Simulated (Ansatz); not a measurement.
Working through the energy of protonation at one site of FH4NSn, SMILES [NH2][SnH2][F]

Program: Ansatz 0.2.0, Python API.

Interactive session:
```pycon
>>> from dataclasses import dataclass
>>> import ansatz as az
>>> import numpy as np
>>> @dataclass
... class Options:
...     basis_set: str = "def2-SVP"
...     method: str = "MP2"
...     charge: int = 1
...     force_tol: float = 0.01
...
>>> opts = Options()
>>> geometry = (
...     az.Crystal.molecule()
...     .atom("N", [-1.0149, 0.127, -0.8274])
...     .atom("Sn", [0.3867, -0.1379, 0.5874])
...     .atom("F", [0.362, -2.0033, 1.1017])
...     .atom("H", [-0.9168, 1.183, -1.1337])
...     .atom("H", [-0.7924, -0.4098, -1.6865])
...     .atom("H", [0.0558, 0.882, 1.9836])
...     .atom("H", [1.9809, 0.291, -0.0709])
... )
>>> base = (
...     geometry.calculation()
...     .basis(gaussian=opts.basis_set)
...     .correlation(opts.method)
... )
>>> symbols = [site.symbol for site in geometry.cartesian_sites]
>>> start = np.array([site.position_ang for site in geometry.cartesian_sites], dtype=float)
>>> r = base.relax(force_tolerance=0.01, max_steps=100).run().report
>>> end = np.array(r["positions_ang"])
>>> away = sum((end[0] - end[j]) / np.linalg.norm(end[0] - end[j]) for j in [1, 3, 4]) + np.array([0.15, 0.1, -0.2])
>>> proton = end[0] + 1.0 * away / np.linalg.norm(away)
>>> acid = az.Crystal.molecule()
>>> for symbol, place in zip(symbols, end):
...     acid = acid.atom(symbol, place.tolist())
...
>>> acid = acid.atom("H", proton.tolist())
>>> protonated = (
...     acid.calculation()
...     .basis(gaussian=opts.basis_set)
...     .correlation(opts.method)
...     .charge(opts.charge)
...     .relax(force_tolerance=opts.force_tol, max_steps=80)
... )
>>> after = protonated.run().report
>>> xyz = np.array(after["positions_ang"])
>>> reach = np.linalg.norm(xyz[:-1] - xyz[-1], axis=1)
>>> print(f"base {r['free_energy_ev']:.5f} eV, protonated {after['free_energy_ev']:.5f} eV")
base -10066.26223 eV, protonated -10076.18372 eV
>>> print(f"the proton ends {reach.min():.3f} A from {symbols[reach.argmin()]}{reach.argmin()}")
the proton ends 1.027 A from N0
>>> print(f"electronic proton affinity {96.485332 * (r['free_energy_ev'] - after['free_energy_ev']):.1f} kJ/mol")
electronic proton affinity 957.3 kJ/mol
```

Notes:
- Total energies depend on the basis set; only differences at equal settings carry meaning.
- The proton is put on one chosen atom, which needn't be the most basic site, so the molecule's proton affinity can be higher; the ends are stationary points, not checked by frequencies, and zero-point and thermal terms count only where printed.
- def2 sets replace the cores of elements past krypton by effective core potentials.
- Timing: 2.6 min on 1 thread of Arm Neoverse V1, on a shared host, peak memory 0.23 GiB.
